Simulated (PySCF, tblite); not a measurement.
# C6H14N2OSi: geometry, infrared bands and NMR shifts

What infrared bands and NMR shifts should C6H14N2OSi (`CO[C@@H]1C=NN([SiH](C)C)C1`) show?

Programs: tblite 0.8.0 and PySCF 2.14.0, with density-fitted response routines of our own. Each step states its level of theory. These are calculated values for one molecule in the gas phase, unless marked as measured. Atoms count from 0, in the outputs and in this text.

## 1. The starting structure

24 atoms, charge 0, multiplicity 1; geometry from: force field or distance geometry start.

Bonds of the start (Å): C0–O1 1.42, O1–C2 1.42, C2–C3 1.50, C3–N4 1.29, N4–N5 1.37, N5–Si6 1.75, Si6–C7 1.84, Si6–C8 1.85, N5–C9 1.45, C9–C2 1.54, C0–H10 1.09, C0–H11 1.09, C0–H12 1.10, C2–H13 1.09, C3–H14 1.10, Si6–H15 1.48, C7–H16 1.10, C7–H17 1.09, C7–H18 1.10, C8–H19 1.09, C8–H20 1.09, C8–H21 1.10, C9–H22 1.09, C9–H23 1.09.

## 2. Optimising the geometry with GFN2-xTB

The job: settings as JSON, then the geometry in Å.

```
{"job": {"kind": "relax", "xc": "GFN2-xTB", "basis": "xTB"}, "charge": 0, "multiplicity": 1}
C      3.906700     0.339300    -0.155700
O      2.917400    -0.683900    -0.091100
C      1.853400    -0.353500     0.782100
C      0.967100    -1.552000     0.959600
N     -0.285200    -1.424300     0.671400
N     -0.429100    -0.148900     0.203100
Si    -1.946600     0.477300    -0.400700
C     -2.431300    -0.397100    -1.949300
C     -3.256800     0.352800     0.903900
C      0.813100     0.595300     0.164000
H      4.691000     0.011800    -0.830400
H      4.329100     0.524500     0.833800
H      3.459100     1.265100    -0.543300
H      2.209400    -0.021900     1.756600
H      1.386900    -2.482300     1.372300
H     -1.719900     1.909100    -0.697400
H     -3.361000     0.018300    -2.361100
H     -1.661900    -0.314600    -2.718700
H     -2.603600    -1.465000    -1.766000
H     -4.197100     0.792400     0.556800
H     -3.459700    -0.679400     1.179500
H     -2.967500     0.892800     1.812400
H      1.063900     0.862000    -0.865000
H      0.710900     1.502100     0.756400
```

Run with:

```console
$ OMP_NUM_THREADS=1 python probes_run.py task.json out
```

This one command runs all jobs of the session in turn.

**Question.** This job is followed by: GFN2-xTB harmonic vibrations, gas phase; GIAO PBE0/pcSseg-1 NMR shielding, non-relativistic, gas phase. What will the session give for the following? strongest single infrared mode (GFN2-xTB); zero-point energy (GFN2-xTB); ¹³C shifts against TMS (PBE0/pcSseg-1); ¹H shifts against TMS (PBE0/pcSseg-1, means over atoms taken as alike); ¹⁷O shifts against H2O (PBE0/pcSseg-1); ¹⁵N shifts against NH3 (PBE0/pcSseg-1); ²⁹Si shifts against TMS (PBE0/pcSseg-1).

**Answer**, as computed:

| quantity | value |
| --- | --- |
| strongest single infrared mode (GFN2-xTB) | 2128 cm⁻¹, 358 km/mol |
| zero-point energy (GFN2-xTB) | 121.7 kcal/mol |
| ¹³C shifts against TMS (PBE0/pcSseg-1) | 137.5, 90.1, 58.9, 53.2, -1.6, -3.4 ppm |
| ¹H shifts against TMS (PBE0/pcSseg-1, means over atoms taken as alike) | 6.39, 5.15, 4.87, 3.45, 3.39, 3.30, 0.44, 0.22 ppm |
| ¹⁷O shifts against H2O (PBE0/pcSseg-1) | 51.6 ppm |
| ¹⁵N shifts against NH3 (PBE0/pcSseg-1) | 392.1, 146.7 ppm |
| ²⁹Si shifts against TMS (PBE0/pcSseg-1) | -12.5 ppm |

Relaxing lowered the energy by 0.286 eV in 276 steps; the close pair that moved most is Si6–C7, from 1.843 to 1.902 Å. All 66 modes are real, so the xTB geometry is a minimum. The strongest single mode, at 2128 cm⁻¹, moves mainly H15. Unscaled tight-binding wavenumbers are off by several per cent, some by more. Its intensities can rank the bands wrongly. At PBE0/pcSseg-1: Shielding is most anisotropic at N4 (span 620 ppm, paramagnetic term -447 ppm).
